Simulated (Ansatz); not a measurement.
# SnNH4F (SMILES [NH2][SnH2][F]): CCSD/def2-SVP (core potential)

Aim: the vertical ionisation energy of SnNH4F at CCSD/def2-SVP (core potential), from 2 runs. 

The calculation is run with Ansatz 0.2.0.

59 further runs of the same task are left out: 1 that didn't finish, 58 set aside as unsound or not needed.

## (1) The structure to begin with

SnNH4F: 7 atoms, total charge 0, spin state singlet. As SMILES, `[NH2][SnH2][F]`. Geometry: relaxed at PBE0-D4/def2-TZVP. This is one conformer, not always the lowest.

Bond lengths: N1–Sn2 1.995 Å, Sn2–F3 1.926 Å, N1–H4 1.008 Å, N1–H5 1.008 Å, Sn2–H6 1.699 Å, Sn2–H7 1.699 Å. Angles: N1–Sn2–F3 105.2°, N1–Sn2–H6 111.6°, N1–Sn2–H7 111.8°, F3–Sn2–H6 103.8°, F3–Sn2–H7 103.8°, Sn2–N1–H4 117.7°, Sn2–N1–H5 117.8°, H6–Sn2–H7 119.0°, H4–N1–H5 110.3°.

## (2) A single-point energy at CCSD/def2-SVP (core potential)

Contents of input.yaml:

```yaml
crystal:
  periodic: [false, false, false]
  atoms:
    - {symbol: N, position_ang: [-0.824600, 0.088300, -0.943000]}
    - {symbol: Sn, position_ang: [0.497700, -0.065100, 0.542900]}
    - {symbol: F, position_ang: [0.233900, -1.827500, 1.272400]}
    - {symbol: H, position_ang: [-1.584200, 0.741400, -0.829600]}
    - {symbol: H, position_ang: [-0.469500, 0.125500, -1.885700]}
    - {symbol: H, position_ang: [0.113100, 0.971100, 1.833800]}
    - {symbol: H, position_ang: [2.094900, -0.101800, -0.036600]}
basis:
  gaussian:
    orbitals: def2-SVP
correlation:
  method: ccsd
  frozen_orbitals: {F: 1, H: 0, "N": 1, Sn: 4}
accuracy: high
scf:
  omitted_lower_state_checks: [cluster_reference, increment]
```

On the command line:

```console
$ ansatz run input.yaml --threads 1 --pin off --max-ram 3480MiB --events-out events.jsonl --progress --plain --runs-dir runs
```

The program printed (excerpt; [...] marks lines left out):

```text
Warning: RAYON_NUM_THREADS=1 ignored (pool sized by the plan → 1); use --threads N
Functional definition: HF
  name "HF"
[...]
1764 factors; integrals over basis functions are off by at most 2.9e-9 eV
[...]
mean field -10053.13551084 eV, -369.4459157632 hartree, gradient 1.3e-8 eV, S^2 0.000000; 0 other end points of the search recorded, 0 dependent functions left out
6 core orbitals not correlated: weight in the atoms' cores, before any rotation towards them, 1.000 or more for the frozen orbitals, at most 0.000 for the correlated occupied ones
reference -10053.13551084 eV, -369.4459157632 hartree; 15, 15 occupied and 53, 53 virtual orbitals, 1764 factors
second order -13.03106420 eV of doubles, -0.00000000 eV of singles
cycle   1  -13.31979172 eV  change   -2.9e-1 eV  update   9.2e-2
[...]
cycle  22  -13.75985469 eV  change   6.5e-10 eV  update   1.6e-9
Total energy: -10066.89536552 eV, -369.9515810961 hartree
Checks for a lower state left out: cluster_reference, increment
```

Run time: 9.9 s. Hardware: 1 thread of Intel Xeon Platinum 8488C (Sapphire Rapids), shared host; peak memory 0.4 GiB.

## (3) The doublet cation at the same level

Contents of run.yaml:

```yaml
crystal:
  periodic: [false, false, false]
  atoms:
    - {symbol: "N", position_ang: [-0.824600, 0.088300, -0.943000]}
    - {symbol: Sn, position_ang: [0.497700, -0.065100, 0.542900]}
    - {symbol: F, position_ang: [0.233900, -1.827500, 1.272400]}
    - {symbol: H, position_ang: [-1.584200, 0.741400, -0.829600]}
    - {symbol: H, position_ang: [-0.469500, 0.125500, -1.885700]}
    - {symbol: H, position_ang: [0.113100, 0.971100, 1.833800]}
    - {symbol: H, position_ang: [2.094900, -0.101800, -0.036600]}
basis:
  gaussian:
    orbitals: def2-SVP
scf:
  omitted_lower_state_checks: [cluster_reference, increment]
correlation:
  method: ccsd
  frozen_orbitals: {F: 1, H: 0, "N": 1, Sn: 4}
accuracy: high
total_charge: 1
magnetization:
  spin_polarized: true
  initial_magnetization: 1
```

On the command line:

```console
$ ansatz run run.yaml --threads 1 --pin off --max-ram 3480MiB --events-out events.jsonl --progress --plain --runs-dir runs
```

The program printed (excerpt; [...] marks lines left out):

```text
Warning: RAYON_NUM_THREADS=1 ignored (pool sized by the plan → 1); use --threads N
[... 2 set-up lines as earlier in the session ...]
[...]
1765 factors; integrals over basis functions are off by at most 2.9e-9 eV
[...]
mean field -10044.51595363 eV, -369.1291528784 hartree, gradient 2.7e-8 eV, S^2 0.759023; 2 other end points of the search recorded, 0 dependent functions left out
6 core orbitals not correlated: weight in the atoms' cores, before any rotation towards them, 1.000 or more for the frozen orbitals, at most 0.000 for the correlated occupied ones
reference -10044.51595363 eV, -369.1291528784 hartree; 15, 14 occupied and 53, 54 virtual orbitals, 1765 factors
second order -11.83309011 eV of doubles, -0.00000000 eV of singles
cycle   1  -12.29285496 eV  change   -4.6e-1 eV  update   9.5e-2
[...]
cycle  30  -12.75609959 eV  change   -1.9e-9 eV  update   3.4e-9
Total energy: -10057.27205322 eV, -369.5979308921 hartree
Checks for a lower state left out: cluster_reference, increment
```

Wall time 36 s (1 thread of Intel Xeon Platinum 8488C (Sapphire Rapids), shared host); peak memory 0.72 GiB.

## (4) Outcome

Level: CCSD/def2-SVP (core potential), 6 core orbitals frozen.

| quantity | value |
| --- | --- |
| singlet SnNH4F: total energy | -369.95158 Eh |
| singlet SnNH4F: correlation energy (6 core orbitals frozen) | -505.7 mEh |
| singlet SnNH4F: T1 diagnostic | 0.012 |
| doublet cation: total energy | -369.59793 Eh |
| doublet cation: correlation energy (6 core orbitals frozen) | -468.8 mEh |
| doublet cation: ⟨S²⟩ of the reference determinant | 0.759 |
| doublet cation: T1 diagnostic | 0.015 |
| vertical ionisation energy (to the doublet cation) | 9.623 eV |

In words: Removing an electron at fixed nuclei costs 9.62 eV (929 kJ/mol).
